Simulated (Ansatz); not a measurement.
# Hf2Pd2Se2Br2O3 (Cm) in Ansatz: convergence with wavefunction cutoff

Aim: find how far wavefunction cutoff must go before the results for Hf2Pd2Se2Br2O3 settle, at PBE. This setting moves, with any that are tied to it; all else stays.

Everything below comes from runs of Ansatz 0.2.0. Logs are shortened: lines on timing, memory, paths and dates and some standing lists are left out, and cuts for length are marked.

## Step 1: The crystal as given

It takes space group Cm (No. 8, monoclinic). The conventional cell has a = 15.354 Å, b = 3.419 Å, c = 13.208 Å, α = 90.00°, β = 107.63°, γ = 90.00°. Hf (site symmetry m) is surrounded by 3 O at 1.97 to 2.13 Å. Hf (site symmetry m) is surrounded by 3 O at 1.87 to 2.09 Å. Pd (site symmetry m) has 2 O at 2.23 Å and 2 Se at 2.41 Å as nearest neighbours. Pd (site symmetry m) is surrounded by 4 Se at 2.42 to 2.60 Å. Around Se (site symmetry m) lie 2 Pd at 2.42 Å and 1 Hf at 2.76 Å. Se (site symmetry m) has 4 Pd at 2.41 to 2.60 Å as nearest neighbours. Around Br (site symmetry m) lie 3 Hf at 2.82 to 3.06 Å and 3 O at 3.21 to 3.22 Å. Around Br (site symmetry m) lie 2 Hf at 2.73 Å.

The cell was built by a generator and needn't be a form met in nature.

## Step 2: With wavefunction cutoff 200 eV

File input.yaml:

```yaml
crystal:
  lattice:
    - [7.67722, -1.70971, 0.0]
    - [7.67722, 1.70971, 0.0]
    - [-3.99941, 0.0, 12.58754]
  atoms:
    - { symbol: Hf, position: [0.05486, 0.05486, 0.93856] }
    - { symbol: Hf, position: [0.39372, 0.39372, 0.71691] }
    - { symbol: Pd, position: [0.8208, 0.8208, 0.49036] }
    - { symbol: Pd, position: [0.67714, 0.67714, 0.25693] }
    - { symbol: Se, position: [0.07768, 0.07768, 0.15435] }
    - { symbol: Se, position: [0.21009, 0.21009, 0.412] }
    - { symbol: Br, position: [0.41355, 0.41355, 0.9548] }
    - { symbol: Br, position: [0.75396, 0.75396, 0.71349] }
    - { symbol: O, position: [0.40299, 0.40299, 0.57873] }
    - { symbol: O, position: [0.61446, 0.61446, 0.92698] }
    - { symbol: O, position: [0.96906, 0.96906, 0.77831] }
hamiltonian:
  xc: pbe
  pseudopotentials: { kind: paw }
kpoints:
  mp_grid: { grid: [5, 5, 2] }
scf:
  occupations: { method: fermi_dirac, width: 0.05 }
output:
  forces: true
  stress: true
  eigenvalues: true
basis:
  ecutwfc: "200 eV"
```

Potentials or basis: Ansatz PAW.

The run is started by

```bash
$ ansatz run input.yaml --threads 8 --pin off --max-ram 20480MiB --backend cpu --events-out ev --progress --plain --runs-dir out
```

It took 3.9 s on 8 threads of Arm Neoverse V2, shared host; peak memory 0.78 GiB.

Results:

```yaml
Free_energy: -63543.2771 eV
Pressure: 0.1 GPa
Largest_force: 1.938 eV/Å
Band_gap_on_the_k_mesh: 0.57 eV, indirect (least direct gap 0.60 eV)
```

## Step 3: With wavefunction cutoff 250 eV

Edit input.yaml of step 2 so:

```diff
@@ -29,2 +29,2 @@
 basis:
-  ecutwfc: "200 eV"
+  ecutwfc: "250 eV"
```

Potentials or basis: Ansatz PAW.

The run is started by

```bash
$ ansatz run input.yaml --threads 8 --pin off --max-ram 20480MiB --backend cpu --events-out ev --progress --plain --runs-dir out
```

Run time: 4.6 s. Hardware: 8 threads of Arm Neoverse V2, shared host; peak memory 0.93 GiB.

Results:

| Quantity | Value |
| --- | --- |
| Free energy | -63592.3550 eV |
| Pressure | 0.3 GPa |
| Largest force | 0.655 eV/Å |
| Band gap on the k mesh | 0.64 eV, direct |

## Step 4: With wavefunction cutoff 300 eV

Edit input.yaml of step 3 so:

```diff
@@ -29,2 +29,2 @@
 basis:
-  ecutwfc: "250 eV"
+  ecutwfc: "300 eV"
```

The run is started by

```bash
$ ansatz run input.yaml --threads 8 --pin off --max-ram 20480MiB --backend cpu --events-out ev --progress --plain --runs-dir out
```

Wall time 5.2 s (8 threads of Arm Neoverse V2, shared host); peak memory 1.1 GiB.

What came out:

- Free energy: -63602.7377 eV
- Pressure: 0.3 GPa
- Largest force: 0.552 eV/Å
- Band gap on the k mesh: 0.64 eV, direct

## Step 5: With wavefunction cutoff 350 eV

Edit input.yaml of step 4 so:

```diff
@@ -29,2 +29,2 @@
 basis:
-  ecutwfc: "300 eV"
+  ecutwfc: "350 eV"
```

The run is started by

```bash
$ ansatz run input.yaml --threads 8 --pin off --max-ram 20480MiB --backend cpu --events-out ev --progress --plain --runs-dir out
```

Run time: 5.7 s. Hardware: 8 threads of Arm Neoverse V2, shared host; peak memory 1.3 GiB.

Results:

```
Free energy            : -63604.5143 eV
Pressure               : 0.0 GPa
Largest force          : 0.194 eV/Å
Band gap on the k mesh : 0.64 eV, direct
```

## Step 6: With wavefunction cutoff 400 eV

Edit input.yaml of step 5 so:

```diff
@@ -29,2 +29,2 @@
 basis:
-  ecutwfc: "350 eV"
+  ecutwfc: "400 eV"
```

Potentials or basis: Ansatz PAW.

The run is started by

```bash
$ ansatz run input.yaml --threads 8 --pin off --max-ram 20480MiB --backend cpu --events-out ev --progress --plain --runs-dir out
```

Wall time 6.9 s (8 threads of Arm Neoverse V2, shared host); peak memory 1.5 GiB.

The run converged. Its results:

```yaml
Free_energy: -63604.7865 eV
Pressure: 0.0 GPa
Largest_force: 0.194 eV/Å
Band_gap_on_the_k_mesh: 0.64 eV, direct
```

## Step 7: With wavefunction cutoff 450 eV

Edit input.yaml of step 6 so:

```diff
@@ -29,2 +29,2 @@
 basis:
-  ecutwfc: "400 eV"
+  ecutwfc: "450 eV"
```

The run is started by

```bash
$ ansatz run input.yaml --threads 8 --pin off --max-ram 20480MiB --backend cpu --events-out ev --progress --plain --runs-dir out
```

Run time: 8 s. Hardware: 8 threads of Arm Neoverse V2, shared host; peak memory 1.7 GiB.

It converged, with:

* Free energy: -63604.8326 eV
* Pressure: 0.0 GPa
* Largest force: 0.195 eV/Å
* Band gap on the k mesh: 0.64 eV, direct

## Step 8: With wavefunction cutoff 500 eV

Edit input.yaml of step 7 so:

```diff
@@ -29,2 +29,2 @@
 basis:
-  ecutwfc: "450 eV"
+  ecutwfc: "500 eV"
```

The run is started by

```bash
$ ansatz run input.yaml --threads 8 --pin off --max-ram 20480MiB --backend cpu --events-out ev --progress --plain --runs-dir out
```

It took 9.5 s on 8 threads of Arm Neoverse V2, shared host; peak memory 2 GiB.

It converged, with:

```
Free energy            : -63604.8418 eV
Pressure               : 0.0 GPa
Largest force          : 0.195 eV/Å
Band gap on the k mesh : 0.64 eV, direct
```

## Step 9: With wavefunction cutoff 600 eV

Edit input.yaml of step 8 so:

```diff
@@ -29,2 +29,2 @@
 basis:
-  ecutwfc: "500 eV"
+  ecutwfc: "600 eV"
```

Potentials or basis: Ansatz PAW.

The run is started by

```bash
$ ansatz run input.yaml --threads 8 --pin off --max-ram 20480MiB --backend cpu --events-out ev --progress --plain --runs-dir out
```

Wall time 13 s (8 threads of Arm Neoverse V2, shared host); peak memory 2.4 GiB.

The run converged. Its results:

```
Free energy            : -63604.8468 eV
Pressure               : 0.0 GPa
Largest force          : 0.195 eV/Å
Band gap on the k mesh : 0.64 eV, direct
```

## Step 10: With wavefunction cutoff 800 eV

Edit input.yaml of step 9 so:

```diff
@@ -29,2 +29,2 @@
 basis:
-  ecutwfc: "600 eV"
+  ecutwfc: "800 eV"
```

Potentials or basis: Ansatz PAW.

The run is started by

```bash
$ ansatz run input.yaml --threads 8 --pin off --max-ram 20480MiB --backend cpu --events-out ev --progress --plain --runs-dir out
```

What it wrote:

```text
Warning: RAYON_NUM_THREADS=8 ignored (pool sized by the plan → 8); use --threads N
basis.fft_grid_basis auto: the FFT boxes are laid along the combinations [[1, -1, 0], [0, 1, 0], [0, 0, 1]] of the cell's own vectors, 3.419, 7.865 and 13.208 Å long. The dense box has 32×75×125 points. Along the cell's own vectors, as sized, it would have 75×75×125, 2.34 times as many. Of the 2 symmetry operations that the crystal satisfies within crystal.symmetry.tolerance (time reversal apart; of a slab, those that keep its plane) the dense box along the cell's own vectors carries 2, and the one as laid loses 1 of those. basis.fft_grid_basis: typed keeps the cell's own vectors: state it where this run's energies or levels are differenced outside the engine with another run's, or held beside a run that keeps those vectors.
Engine: ansatz 0.2.0, aarch64-unknown-linux-gnu
Pseudopotentials: kind: paw
Pseudopotential: Hf, paw, valence charge 26, recommended cutoff 420 eV (normal), Hf.paw.azcp
Pseudopotential: Pd, paw, valence charge 18, recommended cutoff 420 eV (normal), Pd.paw.azcp
Pseudopotential: Se, paw, valence charge 16, recommended cutoff 420 eV (normal), Se.paw.azcp
Pseudopotential: Br, paw, valence charge 7, recommended cutoff 420 eV (normal), Br.paw.azcp
Pseudopotential: O, paw, valence charge 6, recommended cutoff 420 eV (normal), O.paw.azcp
Functional definition: PBE
  parameter kappa = 0.804
  parameter beta = 0.06672455060314922
  exchange = pbe_x(kappa = kappa, mu = beta*pi^2/3)
  correlation = pbe_c(beta = beta)
Crystal: 11 atoms, lattice volume = 330.444 Å³
Basis set: ecut = 800 eV, 16991 PW (Γ), FFT grids on a1−a2, a2, a3, exchange–correlation on 64×150×250 points (8 copies of the dense FFT grid, shifted against one another)
Bands: 92, of which v1, the nominal top of the filled ones, is band 76 counted from 1 (75 counted from 0)
Symmetry: 2 space group operations
[... 52 lines left out ...]
--- Forces (eV/Å), atoms counted from 1 ---
  atom   1  Hf     0.00888194     0.00000000     0.00164751
  atom   2  Hf     0.00997021     0.00000000    -0.06161549
  atom   3  Pd    -0.00977197     0.00000000     0.02702033
  atom   4  Pd    -0.08838985     0.00000000    -0.17353618
  atom   5  Se     0.02854492     0.00000000     0.05168470
  atom   6  Se     0.02307572     0.00000000     0.06193675
  atom   7  Br     0.02084931     0.00000000     0.03561810
  atom   8  Br     0.00264352     0.00000000     0.01068628
  atom   9  O      0.00242626     0.00000000     0.03834238
  atom  10  O     -0.00431364     0.00000000    -0.00492816
  atom  11  O      0.00633692     0.00000000     0.01279163
  max |Σ_I F_I| component: 3.52e-4 eV/Å
--- Stress (GPa, compression-positive) ---
       -0.057107       0.000000      -0.083210
        0.000000       0.109507       0.000000
       -0.083210       0.000000      -0.024211
  P = ⅓ Tr σ = 0.0094 GPa (0.094 kbar)
--- Band table (eV; the first three rows and the last of 18) ---
  k-point 0: bands = ["-78.9960", "-78.9507", "-57.9550", "-57.9190", "-44.9734", "-44.9501", "-44.9458", "-44.9094", "-44.3193", "-44.2358", "-42.9205", "-42.9175", "-42.8743", "-42.8473", "-42.8384", "-42.5440", "-42.5440", "-42.4405", "-42.4144", "-42.3886", "-26.8474", "-26.7640", "-26.7138", "-26.6359", "-26.5665", "-26.5291", "-14.4680", "-13.7142", "-12.9500", "-10.7662", "-10.5825", "-8.4896", "-7.9416", "-7.9022", "-7.8679", "-7.8573", "-7.8529", "-7.8460", "-7.8409", "-7.8246", "-7.8100", "-7.7965", "-7.7938", "-7.7743", "-7.7697", "-7.7488", "-7.7328", "-1.7382", "-0.8234", "-0.7587", "-0.6793", "-0.3397", "-0.2084", "0.0233", "0.2321", "0.8081", "0.9293", "1.1583", "1.1781", "1.2727", "1.3391", "1.6513", "1.9478", "2.0320", "2.3818", "2.4453", "2.6132", "3.0706", "3.0960", "3.1841", "3.3607", "3.6592", "3.6837", "4.0638", "4.3723", "4.6036", "5.9377", "6.7884", "7.2899", "7.6027", "7.7587", "7.9740", "8.1113", "8.1883", "8.5666", "8.7750", "9.3256", "9.8508"]
  k-point 1: bands = ["-78.9960", "-78.9507", "-57.9550", "-57.9190", "-44.9734", "-44.9501", "-44.9458", "-44.9094", "-44.3193", "-44.2358", "-42.9205", "-42.9175", "-42.8743", "-42.8473", "-42.8384", "-42.5440", "-42.5440", "-42.4405", "-42.4144", "-42.3886", "-26.8474", "-26.7640", "-26.7138", "-26.6359", "-26.5665", "-26.5291", "-14.4680", "-13.7142", "-12.9500", "-10.7662", "-10.5827", "-8.4880", "-7.9404", "-7.9021", "-7.8679", "-7.8578", "-7.8529", "-7.8460", "-7.8402", "-7.8243", "-7.8100", "-7.7938", "-7.7864", "-7.7828", "-7.7743", "-7.7470", "-7.7353", "-1.7338", "-0.7590", "-0.7157", "-0.6726", "-0.4563", "-0.2086", "0.0250", "0.1277", "0.7924", "0.9407", "1.1512", "1.1743", "1.2702", "1.5403", "1.6064", "1.9435", "2.1420", "2.3786", "2.3979", "2.6039", "3.0332", "3.0578", "3.1901", "3.2985", "3.6848", "3.7423", "4.0588", "4.3953", "4.5040", "5.9553", "6.7780", "7.2212", "7.6194", "7.8233", "8.0618", "8.1541", "8.3198", "8.6174", "8.7378", "9.0752", "9.5542"]
  k-point 2: bands = ["-78.9958", "-78.9504", "-57.9515", "-57.9160", "-44.9795", "-44.9521", "-44.9500", "-44.9094", "-44.3190", "-44.2353", "-42.9201", "-42.9172", "-42.8743", "-42.8470", "-42.8385", "-42.5446", "-42.5428", "-42.4406", "-42.4144", "-42.3884", "-26.8340", "-26.7751", "-26.7098", "-26.6732", "-26.6546", "-26.6239", "-14.3324", "-13.4331", "-12.9207", "-10.6424", "-10.4628", "-8.2635", "-7.9142", "-7.9008", "-7.8704", "-7.8611", "-7.8529", "-7.8474", "-7.8315", "-7.8218", "-7.8145", "-7.8088", "-7.7898", "-7.7744", "-7.7608", "-7.7420", "-7.6612", "-1.3537", "-1.2007", "-0.7038", "-0.5667", "-0.3253", "-0.0536", "0.3557", "0.6263", "0.6608", "0.7386", "0.9680", "1.1272", "1.1845", "1.2425", "1.5023", "1.6770", "1.7935", "2.0072", "2.1314", "2.2700", "2.5190", "2.9579", "3.2605", "3.3513", "3.6322", "3.9061", "4.0846", "4.2953", "4.6908", "5.4318", "6.2575", "6.8697", "7.4648", "7.9252", "8.1877", "8.4016", "8.5315", "8.8584", "8.9996", "9.6964", "9.8957"]
  k-point 17: bands = ["-78.9958", "-78.9504", "-57.9515", "-57.9160", "-44.9795", "-44.9521", "-44.9500", "-44.9094", "-44.3190", "-44.2353", "-42.9201", "-42.9172", "-42.8743", "-42.8470", "-42.8385", "-42.5446", "-42.5428", "-42.4406", "-42.4144", "-42.3884", "-26.8340", "-26.7751", "-26.7098", "-26.6732", "-26.6546", "-26.6239", "-14.3323", "-13.4330", "-12.9207", "-10.6436", "-10.4621", "-8.2635", "-7.9142", "-7.9008", "-7.8705", "-7.8611", "-7.8529", "-7.8474", "-7.8315", "-7.8218", "-7.8146", "-7.8088", "-7.7899", "-7.7745", "-7.7609", "-7.7419", "-7.6610", "-1.3499", "-1.1939", "-0.7024", "-0.5640", "-0.3153", "-0.0435", "0.3693", "0.6217", "0.6594", "0.7236", "0.9738", "1.1346", "1.1507", "1.2416", "1.4769", "1.6671", "1.7544", "2.0205", "2.1434", "2.2557", "2.5208", "2.9568", "3.2614", "3.3560", "3.6289", "3.9105", "4.0737", "4.2790", "4.6986", "5.4354", "6.2513", "6.8703", "7.4767", "7.9122", "8.1992", "8.5043", "8.7845", "9.1116", "9.1443", "9.4993", "9.9472"]
```

It took 18 s on 8 threads of Arm Neoverse V2, shared host; peak memory 3.5 GiB.

Results:

| Property | Result |
| --- | --- |
| Free energy | -63604.8502 eV |
| Pressure | 0.0 GPa |
| Largest force | 0.195 eV/Å |
| Band gap on the k mesh | 0.64 eV, direct |

## Step 11: Summary

| wavefunction cutoff | energy less the tightest run, at zero smearing (meV/atom) | pressure (GPa) | largest force (eV/Å) | gap on the mesh (eV) | SCF cycles | CPU time (s) | peak memory (GiB) |
| --- | --- | --- | --- | --- | --- | --- | --- |
| 200 eV | 5597.57 | 0.06 | 1.938 | 0.565 | 12 | 29 | 0.78 |
| 250 eV | 1135.93 | 0.34 | 0.655 | 0.636 | 11 | 35 | 0.93 |
| 300 eV | 192.05 | 0.28 | 0.552 | 0.636 | 11 | 39 | 1.1 |
| 350 eV | 30.54 | 0.05 | 0.194 | 0.639 | 10 | 43 | 1.3 |
| 400 eV | 5.79 | 0.02 | 0.194 | 0.640 | 10 | 53 | 1.5 |
| 450 eV | 1.60 | 0.02 | 0.195 | 0.641 | 10 | 61 | 1.7 |
| 500 eV | 0.77 | 0.01 | 0.195 | 0.641 | 10 | 73 | 2 |
| 600 eV | 0.31 | 0.01 | 0.195 | 0.641 | 10 | 97 | 2.4 |
| 800 eV | 0.00 | 0.01 | 0.195 | 0.641 | 10 | 140 | 3.5 |

Against the tightest run, the energy stays within 1 meV/atom from 500 eV on; the pressure stays within 0.1 GPa from 350 eV on; the largest force stays within 0.005 eV/Å from 350 eV on; the gap on the mesh stays within 0.01 eV from 250 eV on. The tightest run that finished is the yardstick and may itself not be fully converged.

Caveats: odd divisions of the mesh miss points on the zone boundary, where band edges often lie, so the gap on the mesh can be too wide; spin-orbit coupling is left out, which moves the levels of the heavy elements.
